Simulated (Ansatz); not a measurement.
**CH8O2Si2: a ladder of functionals and wavefunction methods**

The task here is to estimate one member of a computed series from the others.

Computed with Ansatz 0.2.0, Gaussian basis. Level: functionals in def2-TZVPP, the program's frozen cores in correlated methods.

The runs, in order: PBE-D4, r2SCAN-D4, PBE0-D4, B3LYP-D4, ωB97X-V, ωB97M-V, B2PLYP; CCSD(T)/def2-TZVPP; MP2/def2-QZVPP; extrapolation to the limit.

## The relaxed structure

An earlier PBE0-D4 in a triple-zeta def2 set relaxation fixed the geometry.

13 atoms, charge 0, spin multiplicity 1.

Atoms are counted from 1 here; the program's logs count them from 0.

Bond lengths: O1–C2 1.409 Å, O1–H6 0.963 Å, C2–O3 1.402 Å, C2–Si4 1.916 Å, C2–H7 1.098 Å, O3–H8 0.964 Å, Si4–Si5 2.340 Å, Si4–H9 1.491 Å, Si4–H10 1.488 Å, Si5–H11 1.488 Å, Si5–H12 1.489 Å, Si5–H13 1.487 Å. Angles: C2–O1–H6 108.1°, O1–C2–O3 112.1°, O1–C2–Si4 111.9°, O1–C2–H7 104.0°, O3–C2–Si4 107.8°, O3–C2–H7 111.0°, Si4–C2–H7 110.2°, C2–O3–H8 108.2°, C2–Si4–Si5 109.0°, C2–Si4–H9 106.8°, C2–Si4–H10 110.7°, Si5–Si4–H9 110.0°, Si5–Si4–H10 110.9°, H9–Si4–H10 109.2°, Si4–Si5–H11 110.3°, Si4–Si5–H12 110.1°, Si4–Si5–H13 110.6°, H11–Si5–H12 108.4° and more.

Geometry (Å):

```tsv
atom	x (Å)	y (Å)	z (Å)
O1	0.1618	1.1982	1.5091
C2	-0.6014	0.0657	1.1608
O3	-1.9355	0.1807	1.5757
Si4	-0.6018	-0.2404	-0.7309
Si5	1.6045	-0.5088	-1.4611
H6	-0.2068	1.9600	1.0490
H7	-0.0988	-0.7617	1.6786
H8	-1.9475	0.2546	2.5368
H9	-1.2049	0.9677	-1.3640
H10	-1.4234	-1.4331	-1.0708
H11	1.6303	-0.8753	-2.9033
H12	2.2708	-1.5927	-0.6886
H13	2.3729	0.7506	-1.2767
```

Set-up of the first run:

in.yaml reads:

```yaml
crystal:
  periodic: [false, false, false]
  atoms:
    - {symbol: O, position_ang: [0.161828, 1.198173, 1.509070]}
    - {symbol: C, position_ang: [-0.601367, 0.065746, 1.160776]}
    - {symbol: O, position_ang: [-1.935528, 0.180655, 1.575674]}
    - {symbol: Si, position_ang: [-0.601848, -0.240415, -0.730872]}
    - {symbol: Si, position_ang: [1.604502, -0.508769, -1.461124]}
    - {symbol: H, position_ang: [-0.206846, 1.960014, 1.048988]}
    - {symbol: H, position_ang: [-0.098808, -0.761676, 1.678565]}
    - {symbol: H, position_ang: [-1.947458, 0.254629, 2.536833]}
    - {symbol: H, position_ang: [-1.204870, 0.967669, -1.364028]}
    - {symbol: H, position_ang: [-1.423400, -1.433117, -1.070839]}
    - {symbol: H, position_ang: [1.630321, -0.875345, -2.903279]}
    - {symbol: H, position_ang: [2.270760, -1.592745, -0.688590]}
    - {symbol: H, position_ang: [2.372915, 0.750580, -1.276673]}
basis:
  gaussian: {orbitals: def2-TZVPP}
hamiltonian: {xc: pbe, dispersion: d4}
output: {forces: true, orbitals: {seedname: orbitals}}
```

The run is started by

```sh
ansatz run in.yaml --threads 4 --pin off --events-out ev --progress --plain --max-ram 10444MiB
```

Steps of the session up to this table: PBE-D4 (GGA); r2SCAN-D4 (meta-GGA); PBE0-D4 (hybrid); B3LYP-D4 (hybrid); ωB97X-V (range-separated); ωB97M-V (range-separated); B2PLYP (double hybrid); CCSD(T) in def2-TZVPP; MP2 in def2-QZVPP.

One table of the session follows, with a row left open; its other results are not shown here.

```
            method  atomisation energy (kJ/mol)
            PBE-D4                       4371.5
         r2SCAN-D4                       4330.6
           PBE0-D4                       4296.6
          B3LYP-D4                       4318.1
           ωB97X-V                       4355.0
           ωB97M-V                       4336.2
            B2PLYP                       4263.8
     HF/def2-TZVPP                       3084.7
    MP2/def2-TZVPP                       4251.1
   CCSD/def2-TZVPP                       4157.5
CCSD(T)/def2-TZVPP                       4217.0
           MP2/CBS                       4373.5
       CCSD(T)/CBS                            ?
```

Estimate the missing values for CCSD(T)/CBS.

**Answer.** atomisation energy (kJ/mol): 4339.4. In the column «atomisation energy (kJ/mol)» it lies between ωB97M-V (4336.2) and ωB97X-V (4355.0).

To keep in mind: Free atoms (2 O, 1 C, 2 Si, 8 H) were run apart at each level; the atomisation energy is their sum less the molecule, without zero-point or spin-orbit terms.
